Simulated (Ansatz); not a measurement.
# C2H5ClF2Si: single point in a Gaussian basis from a Python script

Aim: a single point in a Gaussian basis, for C2H5ClF2Si, run from a script.

Computed with the Python package of Ansatz 0.2.0. Level of theory: PBE/cc-pVDZ.

### 1 The system

Bond lengths: C1–Si2 1.880 Å, Si2–C3 1.862 Å, C3–F4 1.268 Å, C3–F5 1.359 Å, C3–Cl6 1.792 Å, C1–H7 1.089 Å, C1–H8 1.127 Å, C1–H9 1.026 Å, Si2–H10 1.494 Å, Si2–H11 1.513 Å. Angles (14 of 18 angles, heavy atoms first): C1–Si2–C3 113.3°, Si2–C3–F4 108.5°, Si2–C3–F5 109.2°, Si2–C3–Cl6 109.7°, F4–C3–F5 109.5°, F4–C3–Cl6 110.3°, F5–C3–Cl6 109.7°, C1–Si2–H10 107.3°, C1–Si2–H11 106.8°, C3–Si2–H10 112.6°, C3–Si2–H11 111.8°, Si2–C1–H7 108.3°, Si2–C1–H8 107.1°, Si2–C1–H9 110.6°.

The script holds or builds the structure itself.

### 2 Script

run_energy.py reads:

```python
'''Electronic structure of the C2H5ClF2Si molecule.'''

import json

import ansatz
import numpy as np


def main() -> None:
    molecule = (
        ansatz.Crystal.molecule()
        .atom('C', [0.3773, -1.5036, -0.5805])
        .atom('Si', [0.5553, 0.0892, 0.403])
        .atom('C', [-0.8688, 1.2651, 0.1644])
        .atom('F', [-1.9351, 0.6874, 0.5354])
        .atom('F', [-0.9639, 1.5897, -1.152])
        .atom('Cl', [-0.5971, 2.7474, 1.1333])
        .atom('H', [-0.5607, -1.9778, -0.2956])
        .atom('H', [0.2996, -1.2146, -1.6672])
        .atom('H', [1.1722, -2.1281, -0.4043])
        .atom('H', [1.8683, 0.6963, 0.0308])
        .atom('H', [0.7182, -0.3082, 1.8533])
    )

    setup = molecule.calculation().basis(gaussian='cc-pVDZ').functional('PBE').forces()
    out = setup.run(threads=1)
    summary = out.report

    print('reference energy %16.6f eV' % summary['reference_energy_ev'])
    print('total energy     %16.6f eV' % summary['free_energy_ev'])
    print('occupied orbitals outside the frozen core (up, down):', summary['n_occupied'], ' frozen:', summary['n_frozen'], ' virtual:', summary['n_virtual'])

    field = summary['mean_field']
    print('<S^2> =', round(abs(field['state']['spin_squared']), 4), ' all-electron relativity setting:', field['relativity'])
    print('passes:', field['passes'])
    if 'symmetry' in field:
        print('occupied orbitals by irrep:', field['symmetry']['occupied'])

    symbols = [site.symbol for site in molecule.cartesian_sites]
    print('forces (eV/A)')
    for symbol, f in zip(symbols, summary['forces_ev_ang']):
        print(f'  {symbol:2s} {f[0]:9.4f} {f[1]:9.4f} {f[2]:9.4f}')

    charges = summary['charge_distribution']
    dipole = np.array(charges['dipole_moment_e_ang']) * 4.803205
    print('dipole (D): {:.3f} {:.3f} {:.3f}, length {:.3f}'.format(*dipole, np.linalg.norm(dipole)))
    print('atom  Mulliken   Lowdin')
    for symbol, m, l in zip(symbols, charges['mulliken_charges_e'], charges['lowdin_charges_e']):
        print(f'{symbol:4s} {m:9.3f} {l:8.3f}')
    with open('c2h5clf2si.json', 'w') as handle:
        json.dump({k: summary[k] for k in ('free_energy_ev', 'reference_energy_ev', 'n_occupied', 'n_virtual')}, handle, indent=1)


if __name__ == '__main__':
    main()
```

### 3 Launch

Started as:

```sh
$ python run_energy.py
```

Log:

```text
reference energy    -27972.115560 eV
total energy        -27972.115560 eV
occupied orbitals outside the frozen core (up, down): [33, 33]  frozen: 0  virtual: [84, 84]
<S^2> = 0.0  all-electron relativity setting: none
passes: {'evaluations': 16, 'products': 12}
occupied orbitals by irrep: [{'A': 33}, {'A': 33}]
forces (eV/A)
  C    -2.6119    2.6766   -1.4127
  Si    2.1102   -1.3192    0.6327
  C     3.3125    1.2301   -0.8071
  F    -4.3772   -1.6868    1.1874
  F    -0.3332    0.4859   -0.8410
  Cl   -0.0514    0.8411    0.3104
  H    -0.5131   -0.4714    0.0932
  H     0.1420   -0.3890    0.4617
  H     2.5371   -1.9809    0.4683
  H     0.0862    0.3946   -0.1640
  H    -0.3012    0.2189    0.0711
dipole (D): 0.149 -1.588 -0.376, length 1.639
atom  Mulliken   Lowdin
C       -0.176   -0.071
Si       0.201    0.060
C        0.122   -0.728
F       -0.043    0.342
F       -0.133    0.210
Cl      -0.077    0.212
H        0.056    0.025
H        0.064    0.042
H        0.051   -0.001
H       -0.032   -0.046
H       -0.033   -0.045
```

It took 14 s on 1 thread of AMD EPYC (Zen 3), shared host; peak memory 0.24 GiB.

File c2h5clf2si.json afterwards:

```json
{
 "free_energy_ev": -27972.115559855367,
 "reference_energy_ev": -27972.115559855367,
 "n_occupied": [
  33,
  33
 ],
 "n_virtual": [
  84,
  84
 ]
}
```

Lines on the test bed's own set-up are left out of the output.

### 4 What the engine kept of the run

From the engine's report, whether the script printed it or not:

```csv
item,value
SCF cycles in all,18
orbitals,117
total energy (eV),-27972.11556
```

### 5 Again, from the shell

The engine's input of that run, saved to a file, gives the whole log.

input.yaml reads:

```yaml
crystal:
  periodic: [false, false, false]
  atoms:
    - { symbol: C, position_ang: [0.3773, -1.5036, -0.5805] }
    - { symbol: Si, position_ang: [0.5553, 0.0892, 0.403] }
    - { symbol: C, position_ang: [-0.8688, 1.2651, 0.1644] }
    - { symbol: F, position_ang: [-1.9351, 0.6874, 0.5354] }
    - { symbol: F, position_ang: [-0.9639, 1.5897, -1.152] }
    - { symbol: Cl, position_ang: [-0.5971, 2.7474, 1.1333] }
    - { symbol: H, position_ang: [-0.5607, -1.9778, -0.2956] }
    - { symbol: H, position_ang: [0.2996, -1.2146, -1.6672] }
    - { symbol: H, position_ang: [1.1722, -2.1281, -0.4043] }
    - { symbol: H, position_ang: [1.8683, 0.6963, 0.0308] }
    - { symbol: H, position_ang: [0.7182, -0.3082, 1.8533] }
basis:
  gaussian: { orbitals: cc-pVDZ }
hamiltonian:
  xc: pbe
output:
  forces: true
```

Started as:

```sh
$ ansatz run input.yaml --threads 1 --pin off --max-ram 4096MiB --backend cpu --events-out ev --progress --plain --runs-dir out
```

Log, shortened:

```text
Warning: RAYON_NUM_THREADS=1 ignored (pool sized by the plan → 1); use --threads N
[...]
Functional definition: PBE
[...]
1424 factors; their error is unknown
[...]
mean field -27972.11552639 eV, -1027.9562854141 hartree, gradient 6.4e-5 eV, S^2 0.000000; 0 other end points of the search recorded, 0 dependent functions left out
[...]
reference -27972.11555986 eV, -1027.9562866438 hartree; 33, 33 occupied and 84, 84 virtual orbitals, 1424 factors
Total energy: -27972.11555986 eV, -1027.9562866438 hartree
Atom 0 at     0.377300    -1.503600    -0.580500 Å, force    -2.611890     2.676567    -1.412721 eV/Å
Atom 1 at     0.555300     0.089200     0.403000 Å, force     2.110208    -1.319247     0.632712 eV/Å
Atom 2 at    -0.868800     1.265100     0.164400 Å, force     3.312539     1.230140    -0.807086 eV/Å
Atom 3 at    -1.935100     0.687400     0.535400 Å, force    -4.377206    -1.686808     1.187352 eV/Å
Atom 4 at    -0.963900     1.589700    -1.152000 Å, force    -0.333151     0.485941    -0.841008 eV/Å
Atom 5 at    -0.597100     2.747400     1.133300 Å, force    -0.051421     0.841125     0.310442 eV/Å
Atom 6 at    -0.560700    -1.977800    -0.295600 Å, force    -0.513117    -0.471411     0.093225 eV/Å
Atom 7 at     0.299600    -1.214600    -1.667200 Å, force     0.141974    -0.389001     0.461749 eV/Å
Atom 8 at     1.172200    -2.128100    -0.404300 Å, force     2.537125    -1.980894     0.468263 eV/Å
Atom 9 at     1.868300     0.696300     0.030800 Å, force     0.086182     0.394643    -0.164027 eV/Å
Atom 10 at     0.718200    -0.308200     1.853300 Å, force    -0.301243     0.218945     0.071097 eV/Å
Dipole moment:     0.031107    -0.330587    -0.078366 e Å
```

Run time: 14 s. Hardware: 1 thread of AMD EPYC (Zen 3), shared host; peak memory 0.17 GiB.

Script and command line differ by 0.000 meV in the energy.

### 6 What came out

```
     quantity           value
 total energy  -27972.1156 eV
largest force      4.839 eV/Å
dipole moment          1.64 D
```

What this shows: Forces reach 4.84 eV/Å, so the atoms aren't at rest. Reading the output:
- The geometry is a force-field or estimated start, not a minimum of this method, and the basis set is short of its limit.
- The Löwdin charges here are taken after orthogonalising the functions within each atom; they differ from plain Löwdin charges, and their signs can be unphysical.
